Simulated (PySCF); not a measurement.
**[La(NH3)2]3+: forces at shaken geometries**

Aim: move all atoms of relaxed [La(NH3)2]3+ at random and read energies and forces. The structure is generated, not taken from experiment.

Computed with PySCF 2.14.0. Level: PBE0, La lcecp-1-SVP with ECP46, N def2-SVP, H def2-SVP; scalar-relativistic core potentials, no spin–orbit coupling.

2 further runs of the same task are left out: 2 for a known fault of the program.

## (1) The system as given

9 atoms, charge 3, spin multiplicity 1.

Bond lengths: La1–N2 2.519 Å, La1–N6 2.519 Å, N2–H3 1.040 Å, N2–H4 1.039 Å, N2–H5 1.039 Å, N6–H7 1.040 Å, N6–H8 1.039 Å, N6–H9 1.039 Å. Angles: N2–La1–N6 113.4°, La1–N2–H3 114.8°, La1–N2–H4 116.4°, La1–N2–H5 116.0°, H3–N2–H4 102.6°, H3–N2–H5 102.4°, H4–N2–H5 102.6°, La1–N6–H7 114.9°, La1–N6–H8 116.7°, La1–N6–H9 115.7°, H7–N6–H8 102.6°, H7–N6–H9 102.4°, H8–N6–H9 102.6°.

As a file:

```
La    1.1657    0.2154   -0.0001
N    -0.1943   -0.0309    2.1058
H     0.2688    0.3203    2.9678
H    -1.1091    0.4604    2.1247
H    -0.4532   -1.0019    2.3707
N    -0.1936   -0.0377   -2.1053
H     0.2955   -0.5188   -2.8864
H    -1.0792   -0.5747   -2.0271
H    -0.5052    0.8487   -2.5500
```

Formal oxidation states: La +3. The 4f shell is empty and lies in the core potential. An earlier session relaxed this geometry at PBE0, La lcecp-1-SVP with ECP46, N def2-SVP, H def2-SVP (singlet, point group C1).

Its energy there is -143.371300 Eh.

## (2) Atoms moved at random, σ = 0.06 Å

Input file run.py (the lines that set the calculation):

```python
mol = gto.M(atom='''
La     1.29736     0.18401    -0.04578
N     -0.27581    -0.00621     2.15779
H      0.27965     0.36721     2.98313
H     -1.11458     0.45894     2.11098
H     -0.51198    -0.98740     2.43511
N     -0.25319    -0.00816    -2.02689
H      0.32810    -0.63697    -2.96533
H     -1.08236    -0.58588    -2.03630
H     -0.47181     0.89519    -2.61270''',
    basis={'La': 'lcecp-1-SVP', 'N': 'def2-SVP', 'H': 'def2-SVP'},
    ecp={'La': 'lcecp-1-SVP'},
    charge=3, spin=0)
mf = dft.RKS(mol, xc='PBE0')
mf.grids.atom_grid = (50, 194)  # f atoms: unpruned, at least (60, 302)
mf = mf.density_fit()  # fitting sets: La AutoAux, N def2-universal-JKFIT, H def2-universal-JKFIT
mf.conv_tol = 1e-08; mf.max_cycle = 55
mf.kernel(dm0)  # dm0: the density of the relaxed state
```

Command:

```bash
> OMP_NUM_THREADS=2 python run.py
```

## (3) Atoms moved at random, σ = 0.1 Å

Input file run.py (the lines that set the calculation):

```python
mol = gto.M(atom='''
La     1.23154     0.11910     0.04574
N     -0.21275    -0.08288     2.16467
H      0.29534     0.20429     2.92370
H     -1.16540     0.45564     2.08905
H     -0.64993    -0.92196     2.45033
N     -0.18069     0.08776    -2.16287
H      0.33214    -0.49377    -2.90331
H     -1.08197    -0.68621    -1.92935
H     -0.37292     0.99875    -2.67795''',
    basis={'La': 'lcecp-1-SVP', 'N': 'def2-SVP', 'H': 'def2-SVP'},
    ecp={'La': 'lcecp-1-SVP'},
    charge=3, spin=0)
mf = dft.RKS(mol, xc='PBE0')
mf.grids.atom_grid = (50, 194)  # f atoms: unpruned, at least (60, 302)
mf = mf.density_fit()  # fitting sets: La AutoAux, N def2-universal-JKFIT, H def2-universal-JKFIT
mf.conv_tol = 1e-08; mf.max_cycle = 55
mf.kernel(dm0)  # dm0: the density of the relaxed state
```

## (4) Atoms moved at random, σ = 0.1 Å

Input file run.py (the lines that set the calculation):

```python
mol = gto.M(atom='''
La     1.06003     0.13891    -0.05642
N     -0.13599    -0.15591     2.25397
H      0.05918     0.27111     3.03224
H     -1.06037     0.52266     2.04546
H     -0.30960    -1.06409     2.34114
N     -0.09701     0.10960    -2.15849
H      0.19958    -0.56468    -2.88418
H     -0.82271    -0.51465    -1.98321
H     -0.69774     0.93777    -2.59051''',
    basis={'La': 'lcecp-1-SVP', 'N': 'def2-SVP', 'H': 'def2-SVP'},
    ecp={'La': 'lcecp-1-SVP'},
    charge=3, spin=0)
mf = dft.RKS(mol, xc='PBE0')
mf.grids.atom_grid = (50, 194)  # f atoms: unpruned, at least (60, 302)
mf = mf.density_fit()  # fitting sets: La AutoAux, N def2-universal-JKFIT, H def2-universal-JKFIT
mf.conv_tol = 1e-08; mf.max_cycle = 55
mf.kernel(dm0)  # dm0: the density of the relaxed state
```

What does the calculation give? Wanted: for each run, σ; energy rise; harmonic estimate −½ F·u; largest force component.

The runs gave:

| σ (Å) | energy rise (eV) | harmonic estimate −½ F·u (eV) | largest force component (eV/Å) |
| --- | --- | --- | --- |
| 0.06 | 1.093 | 0.952 | 4.79 |
| 0.1 | 1.170 | 1.103 | 4.74 |
| 0.1 | 2.139 | 2.036 | 9.39 |

Every displacement raises the energy. For a harmonic well the rise equals −½ F·u; the two differ by at most 13 % here (a move with σ = 0.06 Å), from anharmonicity, the grid and the small forces left at the relaxed point. The bases are small and lack diffuse functions. Spin–orbit coupling is left out.
